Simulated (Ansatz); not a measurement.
# F2HOSSi: the cost of one run

Method: the settings change from run to run; program: Ansatz 0.2.0, Gaussian basis.

## (1) The geometry

An earlier PBE0-D4 in a triple-zeta def2 set relaxation fixed the geometry.

SMILES `O[Si](F)(F)[S]`, 6 atoms, charge 0, spin multiplicity 2.

Atoms are counted from 1 here; the program's logs count them from 0.

Bond lengths: O1–Si2 1.615 Å, O1–H6 0.959 Å, Si2–F3 1.574 Å, Si2–F4 1.581 Å, Si2–S5 2.104 Å. Angles: Si2–O1–H6 118.4°, O1–Si2–F3 105.4°, O1–Si2–F4 113.1°, O1–Si2–S5 111.6°, F3–Si2–F4 106.7°, F3–Si2–S5 113.5°, F4–Si2–S5 106.7°.

As a file:

```
atom     x (Å)     y (Å)     z (Å)
  O1  -0.65625   0.07606   1.12535
 Si2   0.32944  -0.11384  -0.13995
  F3   1.77836  -0.19724   0.46886
  F4   0.08515  -1.46813  -0.91747
  S5   0.09761   1.43735  -1.54307
  H6  -1.59221   0.20180   0.96019
```

## (2) wB97X/def2-TZVPD

Options: density fitting with cc-pVTZ-jkfit, a point charge of 1.00 e beside it.

in.yaml reads:

```yaml
crystal:
  periodic: [false, false, false]
  atoms:
    - {symbol: O, position_ang: [-0.656246, 0.076057, 1.125347]}
    - {symbol: Si, position_ang: [0.329441, -0.113839, -0.139954]}
    - {symbol: F, position_ang: [1.778356, -0.197244, 0.468863]}
    - {symbol: F, position_ang: [0.085155, -1.468126, -0.917473]}
    - {symbol: S, position_ang: [0.097609, 1.437354, -1.543072]}
    - {symbol: H, position_ang: [-1.592215, 0.201798, 0.960189]}
basis:
  gaussian: {orbitals: def2-TZVPD, fitting: {mean_field: cc-pVTZ-jkfit}, point_charges: [{charge: 1.00, position_ang: [4.553, 0.422, -0.292]}]}
magnetization: {spin_polarized: true, initial_magnetization: 1}
hamiltonian: {xc: {name: wB97X}}
```

Run with:

```bash
ansatz run in.yaml --threads 4 --pin off --events-out ev --progress --plain --max-ram 10444MiB
```

**Question.** How long does this run take on 4 threads of Arm Neoverse V2, shared host, and how much memory does it need?

About 19 s, with a peak of 0.83 GiB.
